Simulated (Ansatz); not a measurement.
**FeO (Fm-3m): the volume at zero pressure**

Where does the pressure of FeO (Fm-3m) vanish?

The COD entry's cell or inner coordinates are ideal or old and differ from later refinements, so a difference from it is no clean test against experiment.

Program: Ansatz 0.2.0. Level of theory: DFT PBE+U (U_eff = 4 eV on Fe 3d), scalar-relativistic, plane waves, PAW. These are calculated values, not measurements.

## (1) The starting structure

It takes space group Fm-3m (No. 225, cubic). Conventional cell: a = 4.311 Å, b = 4.311 Å, c = 4.311 Å, α = 90.00°, β = 90.00°, γ = 90.00°. Fe (site symmetry m-3m) is surrounded by 6 O at 2.16 Å. O (site symmetry m-3m) has 6 Fe at 2.16 Å as nearest neighbours.

Structure file:

```cif
data_structure
_symmetry_space_group_name_H-M 'P 1'
_symmetry_Int_Tables_number 1
_cell_length_a 3.0482
_cell_length_b 3.0482
_cell_length_c 3.0482
_cell_angle_alpha 60.000
_cell_angle_beta 60.000
_cell_angle_gamma 60.000
_cell_volume 20.03
loop_
_atom_site_label
_atom_site_type_symbol
_atom_site_fract_x
_atom_site_fract_y
_atom_site_fract_z
_atom_site_occupancy
Fe1 Fe 0.00000 0.00000 0.00000 1
O1 O 0.50000 0.50000 0.50000 1
```

The moments start at Fe 4.00 μB.

## (2) First run, at the start cell

Contents of input.yaml:

```yaml
crystal:
  lattice:
    - [0.0, 2.1554, 2.1554]
    - [2.1554, 0.0, 2.1554]
    - [2.1554, 2.1554, 0.0]
  atoms:
    - { symbol: Fe, position: [0.0, 0.0, 0.0], spin: 4.0 }
    - { symbol: O, position: [0.5, 0.5, 0.5] }
basis:
  ecutwfc: 420
  ecutrho_ratio: 4
kpoints:
  mp_grid: { grid: [6, 6, 6] }
hamiltonian:
  xc: pbe
  hubbard: { sites: [{ species: Fe, l: d, u_eff: 4.0 }] }
  pseudopotentials: { kind: paw, frozen_core: stored }
scf:
  occupations: { method: gaussian, width: 0.05 }
output:
  forces: true
  stress: true
  eigenvalues: true
  populations: true
  hubbard: { sites: [{ species: Fe, l: d }] }
magnetization:
  spin_polarized: true
```

Run with:

```bash
ansatz run input.yaml --threads 1 --pin off --max-ram 2560MiB --backend cpu --events-out ev --progress --plain --runs-dir out
```

After this run come: The same volume, run 2; Next volume, run 3; A new volume, run 4.

Before running it: what results should come out? Wanted: volume; pressure; conventional cell; gap on the mesh; moments in the spheres.

**Answer**, as computed:

| quantity | value |
| --- | --- |
| volume | 10.685 Å³/atom |
| pressure | 0.01 GPa |
| conventional cell | a = 4.405 Å, b = 4.405 Å, c = 4.405 Å, α = 90.00°, β = 90.00°, γ = 90.00° |
| gap on the mesh | 0.77 eV |
| moments in the spheres | Fe 3.52; O 0.19 μB |

What this shows: The volume went from 10.01 to 10.69 Å³/atom (+6.7 %), where 0.01 GPa is left. Only the order of the starting moments is followed; others weren't tried in this session. Open d and f shells can converge to several self-consistent states; these numbers belong to the ones reached here.
